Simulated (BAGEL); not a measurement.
**B2SiH3OF (SMILES FB1BO[SiH2]1) at HF/3-21G (density fitting with qzvpp-jkfit)**

Aim: the vertical singlet–triplet gap of B2SiH3OF at HF/3-21G (density fitting with qzvpp-jkfit), from 2 runs. 

The calculation is run with BAGEL 1.2.2.

2 further runs of the same task are left out: 2 set aside as unsound or not needed.

## (1) The structure to begin with

B2SiH3OF: 8 atoms, total charge 0, spin state singlet. SMILES: `FB1BO[SiH2]1`. Geometry: relaxed at PBE0-D4/def2-TZVP.

Bond lengths: F1–B2 1.306 Å, B2–B3 1.746 Å, B3–O4 1.365 Å, B2–Si5 2.041 Å, O4–Si5 1.721 Å, B3–H6 1.197 Å, Si5–H7 1.489 Å, Si5–H8 1.489 Å. Some angles: F1–B2–B3 139.6°, F1–B2–Si5 140.7°, B3–B2–Si5 79.7°, B2–B3–O4 98.8°, B3–O4–Si5 103.7°, B2–Si5–O4 77.8°, B2–B3–H6 140.6°, O4–B3–H6 120.6°, B2–Si5–H7 123.0°, B2–Si5–H8 123.0°.

## (2) The energy at HF/3-21G (density fitting with qzvpp-jkfit)

Contents of input.json:

```json
{ "bagel": [

{
  "title": "molecule",
  "basis": "3-21g",
  "df_basis": "qzvpp-jkfit",
  "angstrom": true,
  "geometry": [
    { "atom": "F", "xyz": [      -0.634600,      -0.912100,       2.235600 ] },
    { "atom": "B", "xyz": [      -0.229200,      -0.367200,       1.119900 ] },
    { "atom": "B", "xyz": [       0.848600,       0.890900,       0.568500 ] },
    { "atom": "O", "xyz": [       0.644400,       0.766700,      -0.775900 ] },
    { "atom": "Si", "xyz": [      -0.499600,      -0.513000,      -0.897400 ] },
    { "atom": "H", "xyz": [       1.607300,       1.712300,       0.996800 ] },
    { "atom": "H", "xyz": [      -1.722100,      -0.018900,      -1.588700 ] },
    { "atom": "H", "xyz": [       0.077300,      -1.615700,      -1.714600 ] }
  ]
},

{ "title": "hf" },

{ "title": "print", "file": "orbitals.molden", "orbitals": true }

]}
```

The run is started by

```bash
$ BAGEL_NUM_THREADS=1 BAGEL input.json > input.out
```

Log:

```text
* using 1 threads per process

  ===============================================================
  ===============================================================

  *** Geometry ***

  { "atom" : "F", "xyz" : [     -1.199220,     -1.723619,      4.224672 ] },
  { "atom" : "B", "xyz" : [     -0.433125,     -0.693907,      2.116304 ] },
  { "atom" : "B", "xyz" : [      1.603622,      1.683557,      1.074309 ] },
  { "atom" : "O", "xyz" : [      1.217740,      1.448853,     -1.466239 ] },
  { "atom" : "Si", "xyz" : [     -0.944107,     -0.969430,     -1.695840 ] },
  { "atom" : "H", "xyz" : [      3.037357,      3.235778,      1.883679 ] },
  { "atom" : "H", "xyz" : [     -3.254297,     -0.035716,     -3.002208 ] },
  { "atom" : "H", "xyz" : [      0.146076,     -3.053231,     -3.240124 ] },

  Number of auxiliary basis functions:      486

  Since a DF basis is specified, we compute 2- and 3-index integrals:
    o Being stored without compression. Storage requirement is 0.012 GB

  Number of basis functions:       55
  Number of electrons      :       44

    * METHOD: MOLECULE                             0.16

  *** RHF ***

  === Nuclear Repulsion ===
   185.3810028628

      * DIIS with orbital gradients will be used.

  === RHF iteration (3-21g) ===
      0       -511.47615553          0.02713236           0.04
      1       -511.58407651          0.01993190           0.04
      2       -511.65490056          0.00185115           0.04
      3       -511.65646338          0.00079728           0.04
      4       -511.65662184          0.00016206           0.04
      5       -511.65663981          0.00003821           0.04
      6       -511.65664097          0.00001200           0.04
      7       -511.65664108          0.00000391           0.04
      8       -511.65664109          0.00000155           0.04
      9       -511.65664109          0.00000064           0.04
     10       -511.65664109          0.00000020           0.04
     11       -511.65664109          0.00000009           0.04
     12       -511.65664109          0.00000003           0.04
     13       -511.65664109          0.00000001           0.04
    * SCF iteration converged.

    * Permanent dipole moment:
           (    0.415539,     0.479396,    -0.140211) a.u.

    * METHOD: HF                                   0.65

    * METHOD: PRINT                                0.01

  ===============================================================
```

Run time: 0.97 s. Hardware: 1 thread of Arm Neoverse V2, shared host.

## (3) The triplet at the same level

Contents of calc.json:

```json
{ "bagel": [

{
  "title": "molecule",
  "basis": "3-21g",
  "df_basis": "qzvpp-jkfit",
  "angstrom": "true",
  "geometry": [
    { "atom": "F", "xyz": [      -0.634600,      -0.912100,       2.235600 ] },
    { "atom": "B", "xyz": [      -0.229200,      -0.367200,       1.119900 ] },
    { "atom": "B", "xyz": [       0.848600,       0.890900,       0.568500 ] },
    { "atom": "O", "xyz": [       0.644400,       0.766700,      -0.775900 ] },
    { "atom": "Si", "xyz": [      -0.499600,      -0.513000,      -0.897400 ] },
    { "atom": "H", "xyz": [       1.607300,       1.712300,       0.996800 ] },
    { "atom": "H", "xyz": [      -1.722100,      -0.018900,      -1.588700 ] },
    { "atom": "H", "xyz": [       0.077300,      -1.615700,      -1.714600 ] }
  ]
},

{ "title": "uhf", "nopen": 2 },

{ "title": "print", "file": "orbitals.molden", "orbitals": "true" }

]}
```

The run is started by

```bash
$ BAGEL_NUM_THREADS=1 BAGEL calc.json > calc.out
```

Log:

```text
* using 1 threads per process

  ===============================================================
  ===============================================================

  *** Geometry ***

  { "atom" : "F", "xyz" : [     -1.199220,     -1.723619,      4.224672 ] },
  { "atom" : "B", "xyz" : [     -0.433125,     -0.693907,      2.116304 ] },
  { "atom" : "B", "xyz" : [      1.603622,      1.683557,      1.074309 ] },
  { "atom" : "O", "xyz" : [      1.217740,      1.448853,     -1.466239 ] },
  { "atom" : "Si", "xyz" : [     -0.944107,     -0.969430,     -1.695840 ] },
  { "atom" : "H", "xyz" : [      3.037357,      3.235778,      1.883679 ] },
  { "atom" : "H", "xyz" : [     -3.254297,     -0.035716,     -3.002208 ] },
  { "atom" : "H", "xyz" : [      0.146076,     -3.053231,     -3.240124 ] },

  Number of auxiliary basis functions:      486

  Since a DF basis is specified, we compute 2- and 3-index integrals:
    o Being stored without compression. Storage requirement is 0.012 GB

  Number of basis functions:       55
  Number of electrons      :       44

    * METHOD: MOLECULE                             0.15

  *** Open-shell HF ***

  === Nuclear Repulsion ===
   185.3810028628

      * DIIS with orbital gradients will be used.

  === UHF iteration (3-21g) ===
      0       -511.34571413          0.05515085           0.08
      1       -511.47703345          0.03950953           0.08
      2       -511.52320268          0.02659498           0.08
      3       -511.55863199          0.00185062           0.08
      4       -511.55975386          0.00103250           0.08
      5       -511.56012698          0.00052671           0.08
      6       -511.56030495          0.00016218           0.07
      7       -511.56032679          0.00008501           0.08
      8       -511.56033125          0.00003416           0.07
      9       -511.56033201          0.00002036           0.08
     10       -511.56033227          0.00001299           0.08
     11       -511.56033238          0.00000809           0.08
     12       -511.56033246          0.00000366           0.08
     13       -511.56033248          0.00000184           0.08
     14       -511.56033248          0.00000098           0.08
     15       -511.56033248          0.00000040           0.08
     16       -511.56033248          0.00000020           0.07
     17       -511.56033248          0.00000008           0.08
     18       -511.56033248          0.00000004           0.08
     19       -511.56033248          0.00000003           0.08
     20       -511.56033248          0.00000002           0.08
     21       -511.56033248          0.00000001           0.08
     22       -511.56033248          0.00000001           0.08
    * SCF iteration converged.

    * S^2 (UHF) is 2.0097

    * Permanent dipole moment:
           (    0.385780,     0.402944,     0.404739) a.u.

    * METHOD: UHF                                  1.89

    * METHOD: PRINT                                0.01

  ===============================================================
```

It took 2.2 s on 1 thread of Arm Neoverse V2, shared host.

## (4) What came out

Level: HF/3-21G (density fitting with qzvpp-jkfit).

```
                                        quantity          value
                           singlet: total energy  -511.65664 Eh
                          singlet: dipole moment         1.65 D
                            singlet: HOMO energy      -10.04 eV
                            singlet: LUMO energy        1.08 eV
                          singlet: HOMO–LUMO gap       11.12 eV
                           triplet: total energy  -511.56033 Eh
                          triplet: dipole moment         1.75 D
                                   triplet: ⟨S²⟩          2.010
vertical energy of the triplet above the singlet       2.621 eV
```

**Reading.** At this shape the triplet lies 2.62 eV (253 kJ/mol) above the singlet.
